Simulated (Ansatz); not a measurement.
# H₃IOSi (SMILES O[SiH2]I): one structure at several levels

An exercise on one series of results from a longer session: the logs are not shown, and one member is left open.

Computed with Ansatz 0.2.0, Gaussian basis. Level: single points in def2-TZVPP.

Correlated methods freeze the cores. Filled d shells of the heavier atoms are correlated. Core potentials replace the inner electrons past krypton, and spin-orbit coupling is left out.

## The starting structure

SMILES `O[SiH2]I`, 6 atoms, charge 0, spin multiplicity 1.

Atoms are counted from 1 here; the program's logs count them from 0.

Bond lengths: O1–Si2 1.642 Å, O1–H4 0.969 Å, Si2–I3 2.412 Å, Si2–H5 1.529 Å, Si2–H6 1.469 Å. Angles: Si2–O1–H4 121.8°, O1–Si2–I3 103.4°, O1–Si2–H5 112.6°, O1–Si2–H6 110.6°, I3–Si2–H5 110.9°, I3–Si2–H6 106.8°, H5–Si2–H6 112.0°.

Geometry (Å):

```csv
atom,x (Å),y (Å),z (Å)
O1,-0.94020,-0.75290,-0.32120
Si2,0.27810,0.28790,0.03860
I3,1.88910,-1.10670,1.16790
H4,-1.76530,-0.45090,-0.73090
H5,0.88920,0.92920,-1.20720
H6,-0.17130,1.29270,1.01190
```

Set-up of the first run:

run/in.yaml

```yaml
crystal:
  periodic: [false, false, false]
  atoms:
    - {symbol: O, position_ang: [-0.940200, -0.752900, -0.321200]}
    - {symbol: Si, position_ang: [0.278100, 0.287900, 0.038600]}
    - {symbol: I, position_ang: [1.889100, -1.106700, 1.167900]}
    - {symbol: H, position_ang: [-1.765300, -0.450900, -0.730900]}
    - {symbol: H, position_ang: [0.889200, 0.929200, -1.207200]}
    - {symbol: H, position_ang: [-0.171300, 1.292700, 1.011900]}
basis:
  gaussian: {orbitals: def2-TZVPP}
correlation: {method: ccsd_t}
output: {forces: true}
```

Run with:

```console
$ ansatz run in.yaml --threads 4 --pin off --events-out ev --progress --plain --max-ram 5222MiB
```

Steps of the session up to this table: CCSD(T)/def2-TZVPP; PBE0-D4/def2-TZVPP; wB97M-V/def2-TZVPP; r2SCAN-D4/def2-TZVPP; PBE-D4/def2-TZVPP; BHLYP-D4/def2-TZVPP; HSE06-D4/def2-TZVPP.

One of the session's tables, all rows but one given; the rest of the session is left out.

```
   method  RMS force component (eV/Å)  angle to CCSD(T) forces (°)  dipole (D)
  CCSD(T)                       0.354                    reference        2.39
  PBE0-D4                       0.343                         14.1        2.40
  wB97M-V                       0.350                          7.1        2.48
r2SCAN-D4                           ?                            ?           ?
   PBE-D4                       0.292                         33.4        2.25
 BHLYP-D4                       0.488                         24.3        2.55
 HSE06-D4                       0.341                         13.9        2.40
```

**Question.** Estimate the row for r2SCAN-D4.

**Answer.** RMS force component (eV/Å): 0.322; angle to CCSD(T) forces (°): 11.6; dipole (D): 2.38. In the column «RMS force component (eV/Å)» it lies between PBE-D4 (0.292) and HSE06-D4 (0.341).
